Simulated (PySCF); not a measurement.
# Zr(NMe2)F3: geometry, NMR shifts and electronic excitations

Aim: predict the NMR shifts and electronic excitations of Zr(NMe2)F3 (`C[N](C)[Zr]([F])([F])[F]`).

Computed with PySCF 2.14.0, with density-fitted response routines of our own, on a single molecule in the gas phase. Atoms count from 0, in the outputs and in this text.

**1. Starting geometry**

13 atoms, charge 0, multiplicity 1; geometry from: GFN2-xTB. The atoms were then displaced at random by about 0.03 Å, so the start is not that level's minimum.

Bonds of the start (Å): Zr0–N1 1.99, Zr0–F10 1.77, Zr0–F11 1.94, Zr0–F12 1.85, N1–C2 1.43, N1–C3 1.36, C2–H4 1.10, C2–H5 1.14, C2–H6 1.07, C3–H7 1.14, C3–H8 1.16, C3–H9 1.14.

**2. Geometry optimisation at PBE0-D3(BJ)/def2-SVP**

Job settings and geometry (Å):

```
{"job": {"xc": "PBE0", "basis": "def2-SVP", "d3": "d3bj", "grid": 1, "maxiter": 40, "shake": 0.03, "kind": "geom"}, "charge": 0, "multiplicity": 1}
Zr     0.101840    -0.008950    -1.657680
N      0.301920     0.561980     0.238080
C      1.019080    -0.537590     0.815070
C     -0.924000     0.644190     0.826590
H      1.230160    -0.365400     1.881950
H      2.051190    -0.575520     0.344350
H      0.574520    -1.509550     0.737500
H     -1.542390     1.462650     0.336940
H     -1.575870    -0.311140     0.783070
H     -0.961040     0.855390     1.941670
F      1.736730    -0.148910    -2.319110
F     -1.039170     1.414090    -2.327300
F     -0.942350    -1.533330    -1.578930
```

On the command line:

```sh
OMP_NUM_THREADS=1 python probes_run.py task.json out
```

One launch serves the whole session: the jobs run in the order shown.

Output:

```text
step   0  E = -480.61370018  max force = 0.099582
step   1  E = -480.64221159  max force = 0.026272
step   2  E = -480.64687123  max force = 0.015308
step   3  E = -480.65046526  max force = 0.017413
step   4  E = -480.65227859  max force = 0.013114
step   5  E = -480.65428396  max force = 0.013483
step   6  E = -480.65540108  max force = 0.009866
step   7  E = -480.65680099  max force = 0.006522
step   8  E = -480.65790413  max force = 0.006148
step   9  E = -480.65906388  max force = 0.011575
step  10  E = -480.65936300  max force = 0.012233
step  11  E = -480.66051246  max force = 0.004719
step  12  E = -480.66095165  max force = 0.006486
step  13  E = -480.66149223  max force = 0.003729
step  14  E = -480.66183818  max force = 0.003503
step  15  E = -480.66211285  max force = 0.004469
step  16  E = -480.66231818  max force = 0.003556
step  17  E = -480.66248455  max force = 0.001842
step  18  E = -480.66259161  max force = 0.001333
step  19  E = -480.66263297  max force = 0.000896
step  20  E = -480.66265079  max force = 0.001005
step  21  E = -480.66265909  max force = 0.000912
step  22  E = -480.66265859  max force = 0.000620
step  23  E = -480.66265862  max force = 0.000299
optimisation converged
```

It took 4.6 min on 1 thread of Arm Neoverse V1, shared host; peak memory 0.57 GiB.

The steps of the relaxation:

```
step  energy from step 0 (eV)  largest force component (eV/Å)
   0                   0.0000                          5.1207
   1                  -0.7758                          1.3510
   2                  -0.9026                          0.7872
   3                  -1.0004                          0.8954
   4                  -1.0498                          0.6743
   5                  -1.1043                          0.6933
   6                  -1.1347                          0.5073
   7                  -1.1728                          0.3354
   8                  -1.2029                          0.3161
   9                  -1.2344                          0.5952
  10                  -1.2425                          0.6290
  11                  -1.2738                          0.2427
  12                  -1.2858                          0.3335
  13                  -1.3005                          0.1918
  14                  -1.3099                          0.1801
  15                  -1.3174                          0.2298
  16                  -1.3230                          0.1829
  17                  -1.3275                          0.0947
  18                  -1.3304                          0.0685
  19                  -1.3315                          0.0461
  20                  -1.3320                          0.0517
  21                  -1.3322                          0.0469
  22                  -1.3322                          0.0319
  23                  -1.3322                          0.0154
```

Close pairs (by a distance rule), those that changed most:

```
   bond  before (Å)  after (Å)  change (Å)
 Zr0–C2       2.690      3.006      +0.316
 Zr0–C3       2.766      3.068      +0.302
Zr0–F10       1.769      1.913      +0.144
  N1–C3       1.362      1.443      +0.081
Zr0–F12       1.849      1.916      +0.067
  C3–H8       1.157      1.107      -0.051
  C2–H6       1.072      1.107      +0.035
  C3–H7       1.137      1.102      -0.035
```

The end geometry stands in the next job.

```
                         at the end point                value
  point group (found at 0.08 Å tolerance)                   C1
rotational constants (GHz, main isotopes)  2.067, 1.340, 1.166
                        dipole moment (D)                 2.80
```

**3. NMR shieldings: PBE0/def2-TZVP+pcSseg-1**

Job settings and geometry (Å):

```
{"job": {"kind": "nmr", "xc": "PBE0", "basis": {"default": "pcSseg-1", "Zr": "def2-TZVP"}}, "charge": 0, "multiplicity": 1}
Zr     0.036818     0.048015    -1.833173
N     -0.007757     0.049138     0.171389
C      1.087577    -0.513632     0.926360
C     -1.120883     0.498695     0.972329
H      1.516643     0.221561     1.633316
H      1.905587    -0.832260     0.257595
H      0.772643    -1.399797     1.509587
H     -1.920945     0.910067     0.335717
H     -1.557674    -0.326982     1.566055
H     -0.819598     1.294986     1.679333
F      1.845155     0.385824    -2.358950
F     -1.249597     1.325975    -2.435243
F     -0.457350    -1.713681    -2.402113
```

With the program's defaults for keys left out, this is: GIAO PBE0/pcSseg-1 Zr:def2-TZVP NMR shielding, scalar relativity only through core potentials, gas phase.

Output:

```text
coarse grid: 54424 points
cycle   1  E = -480.3378705237  dE = -4.841e+00  |g| = 1.505e+00  |ddm| = 5.072e+00
cycle   2  E = -480.3554545648  dE = -1.758e-02  |g| = 1.665e+00  |ddm| = 2.796e+00
cycle   3  E = -480.9309446093  dE = -5.755e-01  |g| = 3.528e-01  |ddm| = 1.486e+00
cycle   4  E = -480.9488075741  dE = -1.786e-02  |g| = 2.617e-01  |ddm| = 4.816e-01
cycle   5  E = -480.9605756388  dE = -1.177e-02  |g| = 6.406e-02  |ddm| = 1.574e-01
cycle   6  E = -480.9612540623  dE = -6.784e-04  |g| = 2.179e-02  |ddm| = 5.030e-02
cycle   7  E = -480.9613565160  dE = -1.025e-04  |g| = 4.871e-03  |ddm| = 1.695e-02
cycle   8  E = -480.9613613505  dE = -4.835e-06  |g| = 1.226e-03  |ddm| = 3.601e-03
final grid: 114856 points
cycle   9  E = -480.9612597390  dE = -2.547e-07  |g| = 1.741e-03  |ddm| = 2.612e-03
cycle  10  E = -480.9612584525  dE =  1.287e-06  |g| = 2.950e-03  |ddm| = 3.370e-03
cycle  11  E = -480.9612604533  dE = -2.001e-06  |g| = 3.760e-04  |ddm| = 2.176e-03
cycle  12  E = -480.9612604819  dE = -2.864e-08  |g| = 3.657e-05  |ddm| = 2.204e-04
cycle  13  E = -480.9612604820  dE = -1.413e-10  |g| = 2.725e-05  |ddm| = 3.283e-05
converged SCF energy = -480.9612604820

GIAO shielding tensors (ppm)
atom      isotropic    diamagn.    paramagn.     s11        s22        s33       span
  0 Zr         nan         nan         nan        nan        nan        nan        nan
  1 N       69.274     324.791    -255.517   -199.819    162.309    245.333    445.153
  2 C      144.423     245.309    -100.886    120.560    136.635    176.075     55.515
  3 C      142.705     244.662    -101.956    119.619    131.143    177.355     57.736
  4 H       28.676      28.606       0.070     24.971     26.652     34.404      9.433
  5 H       27.633      29.525      -1.892     24.699     26.922     31.279      6.580
  6 H       28.775      28.745       0.030     25.099     26.802     34.425      9.326
  7 H       27.448      29.305      -1.857     24.311     26.945     31.089      6.778
  8 H       28.750      28.604       0.146     25.120     26.757     34.373      9.253
  9 H       28.668      28.474       0.194     24.994     26.611     34.398      9.404
 10 F       22.034     473.589    -451.555   -163.943   -137.486    367.532    531.475
 11 F       12.440     473.643    -461.203   -196.388   -144.611    378.319    574.707
 12 F       51.361     473.852    -422.491   -170.330    -39.670    364.084    534.413
```

It took 28 s on 1 thread of Arm Neoverse V1, shared host; peak memory 0.99 GiB.

Shifts follow as δ = σ(reference) − σ, with reference shieldings (ppm) from runs at the same level and on the same kind of geometry: ¹H TMS 31.27, ¹³C TMS 184.4, ¹⁹F CFCl3 177.2, ¹⁵N NH3 265.7. The references are single molecules in the gas phase, so shifts against H2O, NH3, PH3, H3PO4 or CFCl3 are not on the usual liquid scales and can be off by tens of ppm. Atoms listed in one row are averaged.

```
                 atoms                       environment  σ (ppm)  δ (ppm)
                C2, C3           carbon bonded to N, 3 H    143.6     40.8
H4, H5, H6, H7, H8, H9  hydrogen on a carbon bonded to N    28.33     2.94
                    N1        nitrogen bonded to 2 C, Zr     69.3    196.4
         F10, F11, F12             fluorine bonded to Zr     28.6    148.6
```

Atoms past Kr carry core potentials, so their printed shieldings have no meaning and are left out of the table.

Charges from the same density, by scheme (e):

```
        atoms  Mulliken  ESP fit
          Zr0      1.60     1.66
           N1     -0.84    -0.42
       C2, C3     -0.09    -0.38
F10, F11, F12     -0.45    -0.47
```

Mayer bond orders: Zr0–N1 1.03, Zr0–F10 0.94, Zr0–F11 0.95, Zr0–F12 0.95, N1–C2 0.95, N1–C3 0.96.

With diffuse functions Mulliken charges and Mayer bond orders lose their meaning; the other schemes are steadier.

The fields below are evaluated on a grid from the run's orbitals.

Frontier orbitals at PBE0/def2-TZVP+pcSseg-1, with the share of their density that lies nearest to each atom:

```
orbital  energy (eV)                                    lies on
   HOMO        -7.10                           N1 59 %; Zr0 8 %
   LUMO        -0.99  Zr0 66 %; F10, F11 about 8 % each; N1 6 %
```

ELF in a plane through or near 6 of the atoms.

Values, 10 rows by 14 columns:
```
0.00 0.00 0.00 0.00 0.00 0.00 0.00 0.00 0.00 0.00 0.00 0.00 0.00 0.00
0.00 0.00 0.00 0.00 0.00 0.00 0.01 0.03 0.00 0.00 0.00 0.00 0.00 0.00
0.00 0.00 0.00 0.02 0.02 0.00 0.96 0.99 0.33 0.02 0.00 0.00 0.00 0.00
0.00 0.00 0.10 0.41 0.41 0.01 0.86 0.99 0.40 0.49 0.09 0.01 0.00 0.00
0.00 0.00 0.04 0.09 0.45 0.32 0.34 0.79 0.48 0.42 0.06 0.00 0.00 0.00
0.00 0.00 0.01 0.51 0.48 0.80 0.76 0.37 0.71 0.22 0.05 0.01 0.00 0.00
0.00 0.00 0.11 0.37 0.20 0.07 0.07 0.49 0.72 0.69 0.25 0.02 0.00 0.00
0.00 0.00 0.20 0.68 0.78 0.24 0.24 1.00 0.95 0.15 0.03 0.00 0.00 0.00
0.00 0.00 0.00 0.08 0.13 0.00 0.03 0.83 0.55 0.01 0.00 0.00 0.00 0.00
0.00 0.00 0.00 0.00 0.00 0.00 0.00 0.00 0.00 0.00 0.00 0.00 0.00 0.00
```
The map spans 10.1 Å across and 9.4 Å up, centred on the molecule. Atoms in the plane (x, y in Å): Zr0 (-1.8, -0.1), N1 (0.2, 0.0), C2 (0.8, 1.3), C3 (1.0, -1.2), H5 (0.1, 2.1), H7 (0.5, -2.1).

On the surface of density 0.002 e/bohr³ the electrostatic potential runs, from the 1st to the 99th percentile, from -1.23 V near F12 to 3.29 V near Zr0.

**4. Excited states and response: wB97X-D/def2-SVPD**

Settings changed since step 3:

```diff
@@ -1,2 +1,2 @@
-{"job": {"kind": "nmr", "xc": "PBE0", "basis": {"default": "pcSseg-1", "Zr": "def2-TZVP"}}, "charge": 0, "multiplicity": 1}
+{"job": {"kind": "uv", "xc": "wB97X-D", "basis": "def2-SVPD", "ip": true, "nstates": 10}, "charge": 0, "multiplicity": 1}
 Zr     0.036818     0.048015    -1.833173
```

Method: TDDFT wB97X-D/def2-SVPD, vertical, gas phase, core orbitals frozen in the response.

Output:

```text
coarse grid: 54424 points
cycle   1  E = -480.6816892220  dE = -6.033e+00  |g| = 1.138e+00  |ddm| = 6.206e+00
cycle   2  E = -480.7872725441  dE = -1.056e-01  |g| = 1.136e+00  |ddm| = 2.740e+00
cycle   3  E = -481.0098259166  dE = -2.226e-01  |g| = 2.049e-01  |ddm| = 9.375e-01
cycle   4  E = -481.0185280428  dE = -8.702e-03  |g| = 8.944e-02  |ddm| = 3.858e-01
cycle   5  E = -481.0202708359  dE = -1.743e-03  |g| = 2.212e-02  |ddm| = 1.147e-01
cycle   6  E = -481.0204176197  dE = -1.468e-04  |g| = 9.201e-03  |ddm| = 3.477e-02
cycle   7  E = -481.0204547423  dE = -3.712e-05  |g| = 4.140e-03  |ddm| = 1.724e-02
cycle   8  E = -481.0204628581  dE = -8.116e-06  |g| = 1.035e-03  |ddm| = 9.892e-03
final grid: 114856 points
cycle   9  E = -481.0242180912  dE = -7.138e-05  |g| = 2.192e-03  |ddm| = 8.001e-02
cycle  10  E = -481.0242187154  dE = -6.242e-07  |g| = 1.820e-03  |ddm| = 6.086e-03
cycle  11  E = -481.0242192220  dE = -5.066e-07  |g| = 5.958e-04  |ddm| = 1.448e-03
cycle  12  E = -481.0242192902  dE = -6.822e-08  |g| = 1.119e-04  |ddm| = 1.052e-03
cycle  13  E = -481.0242192944  dE = -4.170e-09  |g| = 2.965e-05  |ddm| = 2.482e-04
cycle  14  E = -481.0242192949  dE = -5.157e-10  |g| = 1.294e-05  |ddm| = 7.219e-05
converged SCF energy = -481.0242192949

Static polarisability (au): isotropic 70.575, principal 59.791 67.623 84.311

Singlet excitations
state   eV       nm        f      main configurations
  1   4.7165    262.9   0.00045   H->L 0.98
  2   5.7603    215.2   0.04644   H->L+1 0.60, H->L+2 0.24
  3   6.0136    206.2   0.03806   H->L+2 0.50, H->L+3 0.22, H->L+1 0.10
  4   6.1745    200.8   0.00834   H->L+5 0.40, H->L+6 0.36, H->L+4 0.13
  5   6.6179    187.3   0.09632   H->L+4 0.32, H->L+7 0.32, H->L+3 0.13
  6   6.7105    184.8   0.00781   H->L+8 0.34, H->L+3 0.28, H->L+1 0.12
  7   7.2257    171.6   0.00758   H-1->L 0.96
  8   7.6196    162.7   0.04358   H->L+8 0.45, H->L+9 0.14, H->L+3 0.14
  9   7.6496    162.1   0.00151   H-1->L+2 0.59, H-1->L+1 0.21
 10   7.6634    161.8   0.00065   H->L+6 0.48, H->L+5 0.22, H->L+4 0.10

Triplet excitations (Tamm-Dancoff, eV): 4.6094 4.8296 5.8358 6.0850
Vertical ionisation energy (delta-SCF) = 9.0561 eV
```

Run time: 80 s. Hardware: 1 thread of Arm Neoverse V1, shared host; peak memory 1.1 GiB.

Frontier orbitals and where they lie:

```
orbital      eV                       atoms
 HOMO−3  -13.43   C2 25 %, C3 25 %, H6 10 %
 HOMO−2  -12.89   C3 25 %, C2 24 %, H7 14 %
 HOMO−1  -11.49  N1 38 %, Zr0 13 %, C3 13 %
   HOMO   -8.97  N1 53 %, Zr0 10 %, C3 10 %
   LUMO    0.82   Zr0 70 %, F11 8 %, N1 6 %
 LUMO+1    1.18  Zr0 69 %, F10 5 %, F11 5 %
 LUMO+2    1.39   Zr0 69 %, N1 7 %, F12 7 %
```

With each of the 10 states as a Gaussian band of 0.4 eV half-width at 1/e, the curve within the window shown has maxima at 208 nm (ε 3,500), 189 nm (ε 4,500), 164 nm (ε 2,000) L/(mol cm). Beyond the last state computed it falls off for lack of states. The curve at chosen wavelengths:

nm, ε (L/mol/cm) and a bar:
```
      156        901 ######
      162       1922 #############
      168       1705 ############
      173       1474 ##########
      179       2581 ##################
      185       4206 #############################
      191       4419 ##############################
      197       3729 #########################
      202       3473 ########################
      208       3505 ########################
      214       3229 ######################
      220       2450 #################
      226       1510 ##########
      231        869 ######
      237        383 ###
      243        149 #
      249         58 
      255         29 
      260         22 
      266         19 
      272         16 
      278         12 
      284          9 
      289          6 
      295          4 
      301          2
```

Leading natural transition orbitals of singlet state 5: the hole lies on N1 62 %; Zr0 8 %; the particle on Zr0 43 %; N1 10 %; F10, F11, F12 about 9 % each.

Leading natural transition orbitals of singlet state 1: the hole lies on N1 65 %; Zr0 8 %; the particle on Zr0 65 %; F10, F11 about 7 % each; N1 8 %.

Further results of this job:

```
           property  computed
  dipole moment (D)      2.84
polarisability (Å³)     10.46
 HOMO–LUMO gap (eV)      9.79
      −ε(HOMO) (eV)      8.97
```

**5. NMR shieldings: B3LYP/def2-TZVP+pcSseg-1**

Settings changed since step 4:

```diff
@@ -1,2 +1,2 @@
-{"job": {"kind": "uv", "xc": "wB97X-D", "basis": "def2-SVPD", "ip": true, "nstates": 10}, "charge": 0, "multiplicity": 1}
+{"job": {"kind": "nmr", "xc": "B3LYP", "basis": {"default": "pcSseg-1", "Zr": "def2-TZVP"}, "pop": false}, "charge": 0, "multiplicity": 1}
 Zr     0.036818     0.048015    -1.833173
```

Method: GIAO B3LYP/pcSseg-1 Zr:def2-TZVP NMR shielding, scalar relativity only through core potentials, gas phase.

Output:

```text
coarse grid: 54424 points
cycle   1  E = -480.7766273119  dE = -4.774e+00  |g| = 1.573e+00  |ddm| = 5.080e+00
cycle   2  E = -480.7028741211  dE =  7.375e-02  |g| = 1.864e+00  |ddm| = 3.030e+00
cycle   3  E = -481.4040922641  dE = -7.012e-01  |g| = 4.397e-01  |ddm| = 1.690e+00
cycle   4  E = -481.4315791711  dE = -2.749e-02  |g| = 3.213e-01  |ddm| = 5.674e-01
cycle   5  E = -481.4481302932  dE = -1.655e-02  |g| = 8.304e-02  |ddm| = 1.817e-01
cycle   6  E = -481.4493500982  dE = -1.220e-03  |g| = 2.681e-02  |ddm| = 6.812e-02
cycle   7  E = -481.4495060224  dE = -1.559e-04  |g| = 5.580e-03  |ddm| = 2.048e-02
cycle   8  E = -481.4495124411  dE = -6.419e-06  |g| = 1.454e-03  |ddm| = 4.195e-03
final grid: 114856 points
cycle   9  E = -481.4494404512  dE =  1.259e-07  |g| = 2.354e-03  |ddm| = 3.169e-03
cycle  10  E = -481.4494372376  dE =  3.214e-06  |g| = 4.486e-03  |ddm| = 4.786e-03
cycle  11  E = -481.4494417018  dE = -4.464e-06  |g| = 5.016e-04  |ddm| = 3.179e-03
cycle  12  E = -481.4494417527  dE = -5.090e-08  |g| = 5.511e-05  |ddm| = 2.896e-04
cycle  13  E = -481.4494417530  dE = -3.511e-10  |g| = 3.293e-05  |ddm| = 4.507e-05
cycle  14  E = -481.4494417532  dE = -1.868e-10  |g| = 4.508e-06  |ddm| = 1.904e-05
converged SCF energy = -481.4494417532

GIAO shielding tensors (ppm)
atom      isotropic    diamagn.    paramagn.     s11        s22        s33       span
  0 Zr         nan         nan         nan        nan        nan        nan        nan
  1 N       58.304     324.371    -266.067   -215.944    153.515    237.342    453.286
  2 C      138.402     244.526    -106.124    113.993    130.255    170.957     56.964
  3 C      136.668     243.914    -107.246    113.131    124.605    172.267     59.136
  4 H       28.768      28.724       0.044     25.221     26.856     34.227      9.006
  5 H       27.728      29.723      -1.994     24.967     27.107     31.110      6.143
  6 H       28.872      28.881      -0.010     25.358     27.009     34.248      8.891
  7 H       27.543      29.499      -1.957     24.584     27.126     30.917      6.333
  8 H       28.846      28.746       0.100     25.374     26.962     34.201      8.827
  9 H       28.759      28.598       0.161     25.240     26.813     34.224      8.984
 10 F       13.653     474.390    -460.737   -173.763   -147.493    362.216    535.979
 11 F        3.780     474.427    -470.646   -206.424   -156.012    373.776    580.200
 12 F       44.094     474.762    -430.669   -181.031    -44.682    357.993    539.024
```

It took 20 s on 1 thread of Arm Neoverse V1, shared host; peak memory 1 GiB.

In short: δ C2 41.7, N1 205.2, F10 151.4, H4 2.96 ppm (means over like atoms).

**6. Run by run: NMR shifts**

Shifts (ppm), means over like atoms, with basis size and wall time:

```
                     run    C2    H4     N1    F10  functions  time
 PBE0/def2-TZVP+pcSseg-1  40.8  2.94  196.4  148.6        172  28 s
B3LYP/def2-TZVP+pcSseg-1  41.7  2.96  205.2  151.4        172  20 s
```

**7. What came out**

```
                                                                           quantity                        value
                                                                        point group                           C1
                                               rotational constants (main isotopes)         2.07, 1.34, 1.17 GHz
  ¹³C shifts against TMS (PBE0/def2-TZVP+pcSseg-1, means over atoms taken as alike)                     40.8 ppm
   ¹H shifts against TMS (PBE0/def2-TZVP+pcSseg-1, means over atoms taken as alike)                     2.94 ppm
                                   ¹⁵N shifts against NH3 (PBE0/def2-TZVP+pcSseg-1)                    196.4 ppm
¹⁹F shifts against CFCl3 (PBE0/def2-TZVP+pcSseg-1, means over atoms taken as alike)                    148.6 ppm
                                              surface potential, 1st and 99th percentile           -1.23 V and 3.29 V
                                                 lowest singlet (wB97X-D/def2-SVPD)  4.72 eV (263 nm), f = 0.000
                                           brightest single state of those computed  state 5, 6.62 eV, f = 0.096
                                                                     lowest triplet                      4.61 eV
                                                  vertical ionisation energy (ΔSCF)                      9.06 eV
                                                           range of the shift of N1           196.4 to 205.2 ppm
```

The start was shaken at random, so part of the energy gained undoes that. Relaxing lowered the energy by 1.332 eV in 23 steps; the close pair that moved most is Zr0–C2, from 2.690 to 3.006 Å. No frequency check was run at this level, so the end point may be a saddle. At PBE0/def2-TZVP+pcSseg-1: The largest span, 547 ppm, is at F10, F11, F12, where the paramagnetic term is -445 ppm. By nearest atom (PBE0/def2-TZVP+pcSseg-1), the HOMO sits on N1 59 %; Zr0 8 % and the LUMO on Zr0 66 %; F10, F11 about 8 % each. The first singlet state (HOMO→LUMO 0.98) lies at 4.72 eV and is dark; of the 10 states computed, the strongest absorption comes from state 5 at 6.62 eV. The lowest triplet lies 0.11 eV below the lowest singlet (triplets in Tamm-Dancoff, singlets in full TDDFT). The orbital energy would give 8.97 eV for ionisation, ΔSCF gives 9.06 eV. Across the 2 runs the shift of N1 moves most, between 196.4 (PBE0/def2-TZVP+pcSseg-1) and 205.2 ppm (B3LYP/def2-TZVP+pcSseg-1). Spin-orbit coupling is left out, which matters for shieldings and couplings at and beside the heavy atoms.
